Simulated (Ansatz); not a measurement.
**CH5ClGeSe: small, medium and large basis sets**

How large a basis does CH5ClGeSe need? Two functionals are run in growing sets.

Method: one geometry, several basis sets; program: Ansatz 0.2.0, Gaussian basis.

The runs, in order: PBE0-D4/def2-SVP; ωB97M-V/def2-SVP; PBE0-D4/def2-QZVPP; ωB97M-V/def2-QZVPP; the functionals' def2-TZVPP values are taken from earlier runs.

## 1. The geometry

All runs share one geometry, relaxed beforehand with PBE0-D4 in a triple-zeta def2 set.

SMILES `[CH3][GeH]([Cl])[SeH]`, 9 atoms, charge 0, spin multiplicity 1.

Atoms are counted from 1 here; the program's logs count them from 0.

Bond lengths: C1–Ge2 1.939 Å, C1–H5 1.090 Å, C1–H6 1.090 Å, C1–H7 1.091 Å, Ge2–Cl3 2.166 Å, Ge2–Se4 2.346 Å, Ge2–H8 1.535 Å, Se4–H9 1.469 Å. Angles: Ge2–C1–H5 109.7°, Ge2–C1–H6 109.5°, Ge2–C1–H7 109.4°, H5–C1–H6 109.4°, H5–C1–H7 109.8°, H6–C1–H7 109.1°, C1–Ge2–Cl3 106.5°, C1–Ge2–Se4 112.3°, C1–Ge2–H8 115.1°, Cl3–Ge2–Se4 110.3°, Cl3–Ge2–H8 106.4°, Se4–Ge2–H8 106.0°, Ge2–Se4–H9 92.2°.

## 2. PBE0-D4 in def2-SVP

Input file in.yaml:

```yaml
crystal:
  periodic: [false, false, false]
  atoms:
    - {symbol: C, position_ang: [0.007973, 0.627789, -1.078859]}
    - {symbol: Ge, position_ang: [0.311673, -0.744615, 0.256596]}
    - {symbol: Cl, position_ang: [2.229260, -0.308263, 1.163246]}
    - {symbol: Se, position_ang: [-1.371017, -0.785505, 1.890180]}
    - {symbol: H, position_ang: [-0.939474, 0.443736, -1.586265]}
    - {symbol: H, position_ang: [-0.024017, 1.604098, -0.595313]}
    - {symbol: H, position_ang: [0.823146, 0.615261, -1.803172]}
    - {symbol: H, position_ang: [0.405788, -2.175770, -0.289909]}
    - {symbol: H, position_ang: [-1.354734, 0.677070, 2.026295]}
basis:
  gaussian: {orbitals: def2-SVP}
hamiltonian: {xc: pbe0, dispersion: d4}
output: {orbitals: {seedname: orbitals}}
```

After this run come: ωB97M-V in def2-SVP; PBE0-D4 in def2-QZVPP; ωB97M-V in def2-QZVPP.

**Question.** What will the summary of the whole plan be? Wanted: PBE0-D4: double and triple zeta above quadruple; ωB97M-V: double and triple zeta above quadruple.

**Answer**, as computed:

| quantity | value |
| --- | --- |
| PBE0-D4: double and triple zeta above quadruple | 23.76, 3.03 eV |
| ωB97M-V: double and triple zeta above quadruple | 23.67, 2.94 eV |

What this shows: PBE0-D4 gains 20.74 eV from double to triple zeta, then 3.03 eV more. Total energies overstate the basis error of differences, where much of it tends to cancel. The LUMO of ωB97M-V is positive and keeps falling with the basis (1.85 to 1.22 eV): an unbound level that the basis holds in place.
